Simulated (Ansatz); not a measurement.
# AlBrClF: a ladder of functionals and wavefunction methods

One table from this session's results is given with a row withheld; the runs are named, their logs left out.

Method: functionals in def2-TZVPP, the program's frozen cores in correlated methods; program: Ansatz 0.2.0, Gaussian basis.

The runs, in order: LDA (SPW92), PBE-D4, revPBE-D4, BLYP-D4, r2SCAN-D4, B97M-V, PBE0-D4, B3LYP-D4, r2SCANh-D4, r2SCAN0-D4, HSE06-D4, BHLYP-D4, CAM-B3LYP-D4, LC-ωPBE, ωB97X-V, ωB97M-V, B2PLYP, PBE-QIDH; CCSD(T)/def2-SVP; CCSD(T)/def2-TZVPP; MP2/def2-QZVPP; extrapolation to the limit; RPA on PBE.

## The relaxed structure

The geometry comes from an earlier relaxation with PBE0-D4 in a triple-zeta def2 set; it is a stationary point.

SMILES `[F][Al]([Cl])[Br]`, 4 atoms, charge 0, spin multiplicity 1.

Atoms are counted from 1 here; the program's logs count them from 0.

Bond lengths: F1–Al2 1.633 Å, Al2–Cl3 2.066 Å, Al2–Br4 2.220 Å. Angles: F1–Al2–Cl3 119.0°, F1–Al2–Br4 119.2°, Cl3–Al2–Br4 121.8°.

The first run:

File in.yaml:

```yaml
crystal:
  periodic: [false, false, false]
  atoms:
    - {symbol: F, position_ang: [0.275789, 0.531418, 1.633028]}
    - {symbol: Al, position_ang: [0.051601, -0.001403, 0.105360]}
    - {symbol: Cl, position_ang: [1.152711, -1.617358, -0.562539]}
    - {symbol: Br, position_ang: [-1.424502, 1.027043, -1.196149]}
basis:
  gaussian: {orbitals: def2-TZVPP}
hamiltonian: {xc: lda}
output: {orbitals: {seedname: orbitals}}
```

Steps of the session up to this table: LDA; PBE-D4 (GGA); revPBE-D4 (GGA); BLYP-D4 (GGA); r2SCAN-D4 (meta-GGA); B97M-V (meta-GGA); PBE0-D4 (hybrid); B3LYP-D4 (hybrid); r2SCANh-D4 (hybrid); r2SCAN0-D4 (hybrid); HSE06-D4 (hybrid); BHLYP-D4 (hybrid); CAM-B3LYP-D4 (range-separated); LC-ωPBE-D4 (range-separated; the results give it without D4); ωB97X-V (range-separated); ωB97M-V (range-separated); B2PLYP (double hybrid); PBE-QIDH (double hybrid).

One of the session's tables, all rows but one given; the rest of the session is left out.

It belongs to the step «Frontier levels by functional». 

```
  functional  HOMO (eV)  LUMO (eV)  gap (eV)
 LDA (SPW92)      -7.95      -2.57      5.38
      PBE-D4      -7.77      -2.25      5.52
   revPBE-D4      -7.71      -2.10      5.62
     BLYP-D4      -7.58      -2.19      5.39
   r2SCAN-D4      -8.13      -1.81      6.32
      B97M-V      -8.17      -1.96      6.21
     PBE0-D4          ?          ?         ?
    B3LYP-D4      -8.81      -1.69      7.12
  r2SCANh-D4      -8.61      -1.54      7.07
  r2SCAN0-D4      -9.34      -1.14      8.19
    HSE06-D4      -8.71      -1.77      6.93
    BHLYP-D4     -10.25      -0.61      9.64
CAM-B3LYP-D4     -10.43      -0.49      9.94
     LC-ωPBE     -11.86       0.81     12.67
     ωB97X-V     -11.47       0.62     12.10
     ωB97M-V     -11.32       0.32     11.64
```

Q: Estimate the row for PBE0-D4 from the others.

**Answer.** HOMO (eV): -9.11; LUMO (eV): -1.40; gap (eV): 7.71. In the column «HOMO (eV)» it lies between r2SCAN0-D4 (-9.34) and B3LYP-D4 (-8.81).
